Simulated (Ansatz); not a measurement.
# C₂H₆OSi: small, medium and large basis sets

How large a basis does C₂H₆OSi need? Two functionals are run in growing sets.

Program: Ansatz 0.2.0, Gaussian basis. Level of theory: one geometry, several basis sets. These are calculated values, not measurements.

The runs, in order: PBE0-D4/def2-SVP; ωB97M-V/def2-SVP; PBE0-D4/def2-QZVPP; ωB97M-V/def2-QZVPP; the functionals' def2-TZVPP values are taken from earlier runs.

## (1) The geometry

An earlier PBE0-D4 in a triple-zeta def2 set relaxation fixed the geometry.

10 atoms, charge 0, spin multiplicity 1.

Atoms are counted from 1 here; the program's logs count them from 0.

Bond lengths: C1–C2 1.522 Å, C1–H5 1.095 Å, C1–H6 1.093 Å, C1–H7 1.095 Å, C2–Si3 1.914 Å, C2–H8 1.100 Å, C2–H9 1.101 Å, Si3–O4 1.654 Å, O4–H10 0.963 Å. Angles: C2–C1–H5 111.6°, C2–C1–H6 112.4°, C2–C1–H7 111.6°, H5–C1–H6 106.6°, H5–C1–H7 107.6°, H6–C1–H7 106.6°, C1–C2–Si3 119.6°, C1–C2–H8 110.9°, C1–C2–H9 110.9°, Si3–C2–H8 105.3°, Si3–C2–H9 105.2°, H8–C2–H9 103.6°, C2–Si3–O4 102.3°, Si3–O4–H10 118.6°.

## (2) PBE0-D4 in def2-SVP

Input file in.yaml:

```yaml
crystal:
  periodic: [false, false, false]
  atoms:
    - {symbol: C, position_ang: [0.080032, 0.881368, -0.453338]}
    - {symbol: C, position_ang: [-0.715846, 0.060612, 0.550686]}
    - {symbol: Si, position_ang: [-0.178597, -1.735301, 0.939292]}
    - {symbol: O, position_ang: [1.139482, -1.927535, -0.041575]}
    - {symbol: H, position_ang: [0.087696, 0.412371, -1.442790]}
    - {symbol: H, position_ang: [-0.329362, 1.885898, -0.587385]}
    - {symbol: H, position_ang: [1.120920, 1.006731, -0.137653]}
    - {symbol: H, position_ang: [-0.760240, 0.568173, 1.525956]}
    - {symbol: H, position_ang: [-1.771465, -0.013506, 0.248445]}
    - {symbol: H, position_ang: [1.410378, -1.189913, -0.598735]}
basis:
  gaussian: {orbitals: def2-SVP}
hamiltonian: {xc: pbe0, dispersion: d4}
output: {orbitals: {seedname: orbitals}}
```

On the command line:

```
$ ansatz run in.yaml --threads 4 --pin off --events-out ev --progress --plain --max-ram 10444MiB
```

After this run come: ωB97M-V in def2-SVP; PBE0-D4 in def2-QZVPP; ωB97M-V in def2-QZVPP.

**Question.** What will the summary of the whole plan be? Wanted: PBE0-D4: double and triple zeta above quadruple; ωB97M-V: double and triple zeta above quadruple.

The runs gave:

| quantity | value |
| --- | --- |
| PBE0-D4: double and triple zeta above quadruple | 8.32, 0.52 eV |
| ωB97M-V: double and triple zeta above quadruple | 8.52, 0.50 eV |

**Reading.** PBE0-D4 gains 7.81 eV from double to triple zeta, then 0.52 eV more. These are total energies; as a rule much of such shifts cancels in differences, which this series doesn't test.
